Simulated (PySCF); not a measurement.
# SrF: from the state search to spectroscopic constants

What are the lowest state that PBE0 finds, the bond length, vibrational wavenumber and bond energy of SrF, and how much do these hang on the method?

The runs use PySCF 2.14.0; Sr def2-TZVPP with ECP28, F def2-TZVPP, scalar-relativistic core potentials.

**1. The job**

The job is set up so:

* atoms: Sr, F
* charge: 0
* basis: Sr def2-TZVPP with ECP28, F def2-TZVPP
* Hamiltonian: scalar-relativistic core potentials
* basis functions: 71
* electrons treated: 19
* masses in u: 87.9056, 18.9984
* levels: PBE0, PBE, r²SCAN, TPSSh, r²SCANh, PBEsol, BHandHLYP, HSE06, HF, MP2, SCS-MP2, CCSD, CCSD(T)
* grid: 80 radial by 434 angular points
* occupations: held fixed by the projection of orbital angular momentum
* dissociation limit: Sr + F, each in its ground configuration
* starting distance in angstrom: 2.325
* values of 2S to try: 1, 3

The run is started by

```bash
$ OMP_NUM_THREADS=1 python dia.py task.json out
```

After this run come: First curve: PBE0; Higher solutions at PBE0; PBE; r²SCAN (meta-GGA); TPSSh (hybrid meta-GGA); r²SCANh; PBEsol (GGA); BHandHLYP (global hybrid GGA); HSE06; UHF (mean field); MP2 and coupled cluster.

**Question.** What will these runs give? Wanted: for each run, Re; ωe; De; μ.

The runs gave:

Lowest PBE0 solution found, without spin–orbit coupling: ²Σ⁺ (doublet), unpaired electrons σ ↑. The other levels ran on it alone.

| level | Re (Å) | ωe (cm⁻¹) | De (eV) | μ (D) |
| --- | --- | --- | --- | --- |
| UHF | 2.108 | 487 | 4.02 | -3.23 |
| UHF-MP2 | 2.092 | 482 | 5.46 | n/a |
| UHF-SCS-MP2 | 2.099 | 480 | 5.23 | n/a |
| UHF-CCSD | 2.095 | 483 | 4.99 | n/a |
| UHF-CCSD(T) | 2.093 | 484 | 5.07 | n/a |
| PBE | 2.076 | 493 | 5.75 | -3.36 |
| PBEsol | 2.058 | 507 | 5.99 | -3.29 |
| r²SCAN | 2.074 | 502 | 5.78 | -3.39 |
| TPSSh | 2.078 | 500 | 5.53 | -3.14 |
| r²SCANh | 2.072 | 504 | 5.64 | -3.43 |
| PBE0 | 2.069 | 502 | 5.44 | -3.33 |
| HSE06 | 2.071 | 502 | 5.43 | -3.47 |
| BHandHLYP | 2.081 | 500 | 5.03 | -3.74 |

De is counted to Sr + F in their ground configurations. A positive dipole means Sr(−)F(+).

Differences from CCSD(T) in the same basis:

| level | Re (mÅ) | ωe (%) |
| --- | --- | --- |
| UHF | +14 | +0.7 |
| UHF-MP2 | -1 | -0.3 |
| UHF-SCS-MP2 | +6 | -0.8 |
| UHF-CCSD | +2 | 0.0 |
| PBE | -17 | +1.9 |
| PBEsol | -35 | +4.9 |
| r²SCAN | -20 | +3.8 |
| TPSSh | -16 | +3.3 |
| r²SCANh | -21 | +4.1 |
| PBE0 | -25 | +3.8 |
| HSE06 | -22 | +3.7 |
| BHandHLYP | -12 | +3.4 |

In words: Judged by CCSD(T) in the same basis: best bond length UHF-MP2 (-1 mÅ), worst PBEsol (-35 mÅ); best wavenumber UHF-CCSD (0.0 %), worst PBEsol (+4.9 %). Of the levels with a De here, UHF gives the least (4.02 eV) and PBEsol the most (5.99 eV).

Correlated steps freeze 1 core orbital. Spin–orbit coupling is left out.
